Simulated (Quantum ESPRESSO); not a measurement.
Crystal: Mo.

```xyz
1
Lattice="-1.4700 1.4700 1.4700 1.4700 -1.4700 1.4700 1.4700 1.4700 -1.4700" Properties=species:S:1:pos:R:3 pbc="T T T"
Mo    0.0000    0.0000    0.0000
```

The cell was built by a generator and needn't be a form met in nature.

Base run:

| Property | Result |
| --- | --- |
| Program | Quantum ESPRESSO 7.5 |
| Functional | LDA |
| Potentials or basis | GBRV 1.5 LDA |
| Cutoff | 612 eV |
| Density cutoff | 4898 eV |
| k mesh | 18 × 18 × 18 |
| Occupations | methfessel-paxton, width 0.1 eV |
| Spin | no spin polarisation |

Its results: band gap on the k mesh none (metal or under the smearing width); pressure 70.1 GPa.

Question: The run is repeated on the same cell with these changes: functional from LDA to PBE; potentials or basis from GBRV 1.5 LDA to GBRV 1.5 PBE. What comes out?

Answer: Band gap on the k mesh none (metal or under the smearing width); pressure 87.4 GPa.

Caveats: a pressure of tens of GPa on the cell as given is suspect, and the run, the potentials or the cell itself is likely at fault.
